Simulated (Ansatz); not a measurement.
# MgCd2SeS2: the cost of one run

Method: DFT PBE, scalar-relativistic, plane waves, PAW, in Ansatz 0.2.0.

1 further run of the same task is left out (it didn't finish).

## 1. The starting structure

It takes space group P4/mmm (No. 123, tetragonal). The conventional cell has a = 4.769 Å, b = 4.769 Å, c = 6.412 Å, α = 90.00°, β = 90.00°, γ = 90.00°. Mg (site symmetry 4/mmm) has 2 Se at 3.21 Å as nearest neighbours. Cd (site symmetry 4mm) has 4 S at 2.89 Å and 2 Cd at 3.16 to 3.25 Å as nearest neighbours. Se (site symmetry 4/mmm) has 4 S at 2.38 Å and 2 Mg at 3.21 Å as nearest neighbours. Around S (site symmetry mmm) lie 2 Se at 2.38 Å and 4 Cd at 2.89 Å.

Coordinates:

```xyz
6
Lattice="4.7688 0.0000 0.0000 0.0000 4.7688 0.0000 0.0000 0.0000 6.4120" Properties=species:S:1:pos:R:3 pbc="T T T"
Mg    0.0000    0.0000    3.2060
Cd    2.3844    2.3844    1.6267
Cd    2.3844    2.3844    4.7853
Se    0.0000    0.0000    0.0000
S     0.0000    2.3844    0.0000
S     2.3844    0.0000    0.0000
```

A structure generator made this guess: species swapped into a database cell of LaAl2BRu2 (P4/mmm, No. 123), with Mg on the La sites, Cd on the Al sites, Se on the B sites and S on the Ru sites. Lengths come from tabulated atomic sizes and are only a guess.

## 2. The guess as it stands, on a coarse mesh

Contents of input.yaml:

```yaml
crystal:
  lattice:
    - [4.76884603, 0.0, 0.0]
    - [0.0, 4.76884603, 0.0]
    - [0.0, 0.0, 6.4120343]
  atoms:
    - { symbol: Mg, position: [0.0, 0.0, 0.5] }
    - { symbol: Cd, position: [0.5, 0.5, 0.25369999] }
    - { symbol: Cd, position: [0.5, 0.5, 0.74630001] }
    - { symbol: Se, position: [0.0, 0.0, 0.0] }
    - { symbol: S, position: [0.0, 0.5, 0.0] }
    - { symbol: S, position: [0.5, 0.0, 0.0] }
basis:
  ecutwfc: 420
kpoints:
  mp_grid: { grid: [4, 4, 4] }
hamiltonian:
  xc: pbe
scf:
  occupations: { method: gaussian, width: 0.1 }
  lower_state_search: "off"
output:
  forces: true
  stress: true
  eigenvalues: true
```

Run with:

```
> ansatz run input.yaml --threads 1 --pin off --max-ram 2560MiB --backend cpu --events-out ev --progress --plain --runs-dir out
```

What time and memory should one allow on 1 thread of Arm Neoverse V1, shared host?

About 8.1 s, with a peak of 0.43 GiB.
